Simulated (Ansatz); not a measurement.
# Zn2GeO3: properties of a relaxed candidate

The task, for Zn2GeO3: see whether it has a gap, which orbitals make up the states near it and how charge is shared.

Program: Ansatz 0.2.0. Level of theory: DFT PBE, scalar-relativistic, plane waves, PAW. These are calculated values, not measurements.

1 further run of the same task is left out (it didn't finish).

### Step 1. The system as given

It takes space group P4/mmm (No. 123, tetragonal). Conventional cell: a = 2.835 Å, b = 2.835 Å, c = 9.279 Å, α = 90.00°, β = 90.00°, γ = 90.00°. Zn (site symmetry 4mm) is surrounded by 5 O at 1.85 to 2.15 Å. Around Ge (site symmetry 4/mmm) lie 2 O at 2.02 Å. O (site symmetry 4mm) has 1 Ge at 2.02 Å and 4 Zn at 2.15 Å as nearest neighbours. O (site symmetry 4/mmm) has 2 Zn at 1.85 Å as nearest neighbours.

Coordinates:

```cif
data_structure
_symmetry_space_group_name_H-M 'P4/mmm'
_symmetry_Int_Tables_number 123
_cell_length_a 2.8353
_cell_length_b 2.8353
_cell_length_c 9.2787
_cell_angle_alpha 90.000
_cell_angle_beta 90.000
_cell_angle_gamma 90.000
_cell_volume 74.59
loop_
_atom_site_label
_atom_site_type_symbol
_atom_site_symmetry_multiplicity
_atom_site_Wyckoff_symbol
_atom_site_fract_x
_atom_site_fract_y
_atom_site_fract_z
_atom_site_occupancy
Zn1 Zn 2 h 0.50000 0.50000 0.69965 1
Ge1 Ge 1 a 0.00000 0.00000 0.00000 1
O1 O 2 g 0.00000 0.00000 0.78186 1
O2 O 1 d 0.50000 0.50000 0.50000 1
```

The cell was relaxed beforehand at this level, from a database cell with other species swapped in; it is a trial structure. At a tolerance of 0.05 Å it has space group P4/mmm (No. 123); it has 12.43 Å³/atom, an uncorrected energy of -0.75 eV/atom over the elements.

### Step 2. Bands, states and charges

The input, input.yaml:

```yaml
crystal:
  lattice:
    - [2.8352670184, 0.0, 0.0]
    - [0.0, 2.8352670184, 0.0]
    - [0.0, 0.0, 9.278745301]
  atoms:
    - { symbol: Zn, position: [0.5, 0.5, 0.69965146] }
    - { symbol: Zn, position: [0.5, 0.5, 0.30034854] }
    - { symbol: Ge, position: [0.0, 0.0, 0.0] }
    - { symbol: O, position: [0.0, 0.0, 0.7818550872] }
    - { symbol: O, position: [0.0, 0.0, 0.2181449128] }
    - { symbol: O, position: [0.5, 0.5, 0.5] }
basis:
  ecutwfc: 420
kpoints:
  mp_grid: { grid: [14, 14, 4] }
  band_path:
    path:
      - [[0.0, 0.0, 0.0], [0.0, 0.5, 0.0], [0.5, 0.5, 0.0], [0.0, 0.0, 0.0], [0.0, 0.0, 0.5], [0.0, 0.5, 0.5], [0.5, 0.5, 0.5], [0.0, 0.0, 0.5]]
      - [[0.0, 0.5, 0.0], [0.0, 0.5, 0.5]]
      - [[0.5, 0.5, 0.0], [0.5, 0.5, 0.5]]
    npoints: 14
hamiltonian:
  xc: pbe
scf:
  occupations: { method: gaussian, width: 0.1 }
  n_extra_bands: 15
output:
  forces: true
  stress: true
  eigenvalues: true
  populations: true
  dos: { projected: true, de: 0.02, nscf_kmesh: { grid: [17, 17, 5] } }
  bader: true
```

On the command line:

```console
$ ansatz run input.yaml --threads 1 --pin off --max-ram 2560MiB --backend cpu --events-out ev --progress --plain --runs-dir out
```

Q: Predict the outcome of this session. Wanted: gap; states at the Fermi level; Bader charges.

**Answer**, as computed:

| quantity | value |
| --- | --- |
| gap | none (metal) |
| states at the Fermi level | 4.56 per eV per cell |
| Bader charges | Zn +1.27, Ge +0.72, O -1.20 to -0.87 e |

In words: There is no gap at this level. Of the projected weight within 0.25 eV of the Fermi level, the largest part is O 2p (77 %). Charge transfer between the atoms is strong (Bader charges up to 1.3 e).
